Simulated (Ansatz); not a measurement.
**C3H12AlN (SMILES C[N+](C)(C)[AlH3-]) at 6 levels**

We compute a comparison of 6 runs (HF/def2-SVP, B3LYP/6-31G*, BLYP/6-31G*, B2PLYP/6-311G**, SVWN5/aug-cc-pVDZ) of C3H12AlN. 

The results are computed with Ansatz 0.2.0.

8 further runs of the same task are left out: 3 that didn't finish, 5 set aside as unsound or not needed. Runs told in other sessions of the task aren't counted.

## 1. The molecule

C3H12AlN: 17 atoms, total charge 0, spin state singlet. As SMILES, `C[N+](C)(C)[AlH3-]`. Geometry: relaxed at PBE0-D4/def2-TZVP.

Bond lengths: C1–N2 1.467 Å, N2–C3 1.467 Å, N2–C4 1.467 Å, N2–Al5 2.053 Å, C1–H6 1.090 Å, C1–H7 1.096 Å, C1–H8 1.090 Å, C3–H9 1.090 Å, C3–H10 1.090 Å, C3–H11 1.096 Å, C4–H12 1.090 Å, C4–H13 1.096 Å, C4–H14 1.090 Å, Al5–H15 1.606 Å, Al5–H16 1.606 Å, Al5–H17 1.606 Å. Some angles: C1–N2–C3 110.1°, C1–N2–C4 110.1°, C1–N2–Al5 108.8°, C3–N2–C4 110.1°, C3–N2–Al5 108.8°, C4–N2–Al5 108.8°, N2–C1–H6 109.2°, N2–C1–H7 110.6°, N2–C1–H8 109.2°, N2–C3–H9 109.2°.

## 2. Energy and gradient at HF/def2-SVP (run 1)

Contents of job.yaml:

```yaml
crystal:
  periodic: [false, false, false]
  atoms:
    - {symbol: C, position_ang: [-0.410030, 0.333490, -1.422360]}
    - {symbol: N, position_ang: [0.091540, -0.040900, -0.095470]}
    - {symbol: C, position_ang: [1.374430, 0.621560, 0.164800]}
    - {symbol: C, position_ang: [0.248370, -1.496930, -0.007280]}
    - {symbol: Al, position_ang: [-1.266110, 0.565730, 1.320390]}
    - {symbol: H, position_ang: [-0.544290, 1.414480, -1.463590]}
    - {symbol: H, position_ang: [0.293440, 0.022320, -2.203250]}
    - {symbol: H, position_ang: [-1.374660, -0.145770, -1.589950]}
    - {symbol: H, position_ang: [1.721230, 0.353090, 1.162760]}
    - {symbol: H, position_ang: [1.236220, 1.701960, 0.121050]}
    - {symbol: H, position_ang: [2.123090, 0.318450, -0.576240]}
    - {symbol: H, position_ang: [0.596680, -1.760740, 0.991400]}
    - {symbol: H, position_ang: [0.969260, -1.853650, -0.751970]}
    - {symbol: H, position_ang: [-0.717070, -1.973220, -0.178530]}
    - {symbol: H, position_ang: [-1.270920, 2.146180, 1.036030]}
    - {symbol: H, position_ang: [-2.552060, -0.268800, 0.842230]}
    - {symbol: H, position_ang: [-0.519120, 0.062750, 2.649950]}
basis:
  gaussian:
    orbitals: def2-SVP
accuracy: high
hamiltonian:
  xc: hf
output:
  forces: true
  orbitals: {seedname: orbitals}
```

Launch:

```
ansatz run job.yaml --threads 1 --pin off --max-ram 3480MiB --events-out events.jsonl --progress --plain --runs-dir runs
```

Output:

```text
Warning: RAYON_NUM_THREADS=1 ignored (pool sized by the plan → 1); use --threads N
[... 12 lines left out ...]
Total energy: -11340.30169477 eV, -416.7484005502 hartree
[... 17 lines left out ...]
Dipole moment:     0.771515    -0.344717    -0.804591 e Å
```

Run time: 13 s. Hardware: 1 thread of Intel Xeon Platinum 8488C (Sapphire Rapids), shared host; peak memory 0.61 GiB.

## 3. Energy and gradient at B3LYP/6-31G(d) (spherical functions) (run 2)

Contents of molecule.yaml:

```yaml
crystal:
  periodic: [false, false, false]
  atoms:
    - {symbol: C, position_ang: [-0.410030, 0.333490, -1.422360]}
    - {symbol: "N", position_ang: [0.091540, -0.040900, -0.095470]}
    - {symbol: C, position_ang: [1.374430, 0.621560, 0.164800]}
    - {symbol: C, position_ang: [0.248370, -1.496930, -0.007280]}
    - {symbol: Al, position_ang: [-1.266110, 0.565730, 1.320390]}
    - {symbol: H, position_ang: [-0.544290, 1.414480, -1.463590]}
    - {symbol: H, position_ang: [0.293440, 0.022320, -2.203250]}
    - {symbol: H, position_ang: [-1.374660, -0.145770, -1.589950]}
    - {symbol: H, position_ang: [1.721230, 0.353090, 1.162760]}
    - {symbol: H, position_ang: [1.236220, 1.701960, 0.121050]}
    - {symbol: H, position_ang: [2.123090, 0.318450, -0.576240]}
    - {symbol: H, position_ang: [0.596680, -1.760740, 0.991400]}
    - {symbol: H, position_ang: [0.969260, -1.853650, -0.751970]}
    - {symbol: H, position_ang: [-0.717070, -1.973220, -0.178530]}
    - {symbol: H, position_ang: [-1.270920, 2.146180, 1.036030]}
    - {symbol: H, position_ang: [-2.552060, -0.268800, 0.842230]}
    - {symbol: H, position_ang: [-0.519120, 0.062750, 2.649950]}
basis:
  gaussian:
    orbitals: 6-31G_st_-spherical.json
hamiltonian:
  xc: {name: B3LYP}
output: {forces: true, orbitals: {seedname: orbitals}}
accuracy: high
```

The basis set 6-31G* is read from a file made from the Basis Set Exchange's data (not shown).

Launch:

```
ansatz run molecule.yaml --threads 1 --pin off --max-ram 3480MiB --events-out events.jsonl --progress --plain --runs-dir runs
```

Output:

```text
Warning: RAYON_NUM_THREADS=1 ignored (pool sized by the plan → 1); use --threads N
[... 16 lines left out ...]
Total energy: -11394.01118693 eV, -418.7221879817 hartree
[... 17 lines left out ...]
Dipole moment:     0.742098    -0.331575    -0.773908 e Å
```

It took 16 s on 1 thread of Intel Xeon Platinum 8488C (Sapphire Rapids), shared host; peak memory 0.44 GiB.

Runs 3 to 5 aren't shown in full; the table further down has their settings and results.

## 4. Energy and forces at SVWN5/aug-cc-pVDZ (run 6)

Edit molecule.yaml of step 3 so:

```diff
@@ -22,6 +22,6 @@
   gaussian:
-    orbitals: 6-31G_st_-spherical.json
-hamiltonian:
-  xc: {name: B3LYP}
+    orbitals: aug-cc-pVDZ
 output: {forces: true, orbitals: {seedname: orbitals}}
 accuracy: high
+hamiltonian:
+  xc: {name: SVWN5}
```

Launch:

```
ansatz run molecule.yaml --threads 1 --pin off --max-ram 3480MiB --events-out events.jsonl --progress --plain --runs-dir runs
```

Output:

```text
Warning: RAYON_NUM_THREADS=1 ignored (pool sized by the plan → 1); use --threads N
[... 13 lines left out ...]
Total energy: -11320.97328235 eV, -416.0380944949 hartree
[... 17 lines left out ...]
Dipole moment:     0.687430    -0.307149    -0.716896 e Å
```

It took 41 s on 1 thread of Intel Xeon Platinum 8488C (Sapphire Rapids), shared host; peak memory 1.7 GiB.

## 5. All runs side by side

```csv
run,level,Cartesian functions,frozen core orbitals,energy (Eh),dipole moment (D),HOMO energy (eV),LUMO energy (eV),wall time
1,HF/def2-SVP,no,–,-416.748401,5.60,-10.43,3.74,13 s
2,B3LYP/6-31G* (spherical functions),no,–,-418.722188,5.39,-7.04,0.69,16 s
3,BLYP/6-31G* (spherical functions),no,–,-418.569000,5.36,-5.87,0.22,14 s
4,B3LYP/6-31G* (Cartesian functions),yes,–,-418.726640,5.39,-7.04,0.68,17 s
5,B2PLYP/6-311G**,no,9,-418.440555,5.36,-8.49,1.45,74 s
6,SVWN5/aug-cc-pVDZ,no,–,-416.038094,4.99,-6.16,-1.02,41 s
```

## 6. Results

| quantity | value |
| --- | --- |
| run 6: total energy | -416.03809 Eh |
| run 6: dipole moment | 4.99 D |
| run 6: HOMO energy | -6.16 eV |
| run 6: LUMO energy | -1.02 eV |
| run 6: HOMO–LUMO gap | 5.14 eV |
| run 6: largest force on an atom | 0.715 eV/Å |

**Reading.** The dipole moment (its size) runs from 4.99 D (SVWN5/aug-cc-pVDZ) to 5.60 D (HF/def2-SVP). The two ends differ in method and basis. The HOMO–LUMO gap runs from 5.14 eV (SVWN5/aug-cc-pVDZ) to 14.17 eV (HF/def2-SVP). Totals of different functionals can't be ranked against each other. All runs together took 2.9 min, the longest 74 s.
